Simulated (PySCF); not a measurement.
# KH+: from the state search to spectroscopic constants

An exercise on one series of results from a longer session: the logs are not shown, and one member is left open.

Method: K aug-pcseg-1, H aug-pcseg-1, no relativity; program: PySCF 2.14.0.

Set-up of the first run:

Settings of the job:

| Quantity | Value |
| --- | --- |
| atoms | K, H |
| charge | 1 |
| basis | K aug-pcseg-1, H aug-pcseg-1 |
| Hamiltonian | no relativity |
| basis functions | 42 |
| electrons treated | 19 |
| masses in u | 38.9637, 1.0078 |
| levels | PBE0, PBE, r²SCAN, BLYP, LDA, TPSSh, HF, MP2, SCS-MP2, CCSD, CCSD(T) |
| grid | 80 radial by 434 angular points |
| occupations | held fixed by the projection of orbital angular momentum |
| dissociation limit | K+ + H, each in its ground configuration |
| starting distance in angstrom | 2.365 |
| values of 2S to try | 1, 3 |

On the command line:

```sh
$ OMP_NUM_THREADS=1 python dia.py task.json out
```

Among the steps run: Input; First curve: PBE0; PBE; r²SCAN; BLYP (GGA); LDA (local density); TPSSh; UHF (mean field); Adding correlation.

One table of the session follows, with a row left open; its other results are not shown here.

Energy (eV) from each level's lowest point:

| R (Å) | UHF | UHF-MP2 | UHF-SCS-MP2 | UHF-CCSD | UHF-CCSD(T) |
| --- | --- | --- | --- | --- | --- |
| 2.804 | 0.029 | 0.025 | 0.026 | n/a | n/a |
| 2.934 | 0.014 | 0.011 | 0.012 | 0.011 | 0.011 |
| 3.064 | 0.006 | 0.004 | 0.004 | 0.004 | 0.004 |
| 3.162 | 0.002 | 0.001 | 0.001 | 0.001 | 0.001 |
| 3.260 | 0.001 | 0.000 | 0.000 | 0.000 | 0.000 |
| 3.358 | 0.000 | 0.000 | 0.000 | 0.000 | 0.000 |
| 3.488 | 0.001 | 0.002 | 0.002 | 0.002 | 0.002 |
| 3.651 | ? | ? | ? | ? | ? |
| 3.847 | 0.005 | 0.010 | 0.010 | 0.010 | 0.010 |
| 4.108 | 0.009 | 0.017 | 0.016 | n/a | n/a |

Q: Estimate the row for R (Å) = 3.651 from the others.

Worked estimate for «UHF». A straight line through the neighbours (3.488, 0.001) and (3.847, 0.005) gives 0.001 + (0.005 − 0.001) × (3.651 − 3.488) / (3.847 − 3.488) = 0.003; a parabola fitted to 4 rows on both sides gives 0.003.

**Answer.** UHF: 0.002; UHF-MP2: 0.005; UHF-SCS-MP2: 0.005; UHF-CCSD: 0.005; UHF-CCSD(T): 0.006. In «UHF» the line misses by +0.001 and the parabola by +0.001.

Caveats from the session: The bond is weak, and basis-set superposition, which was not computed, may be a sizeable part of it.
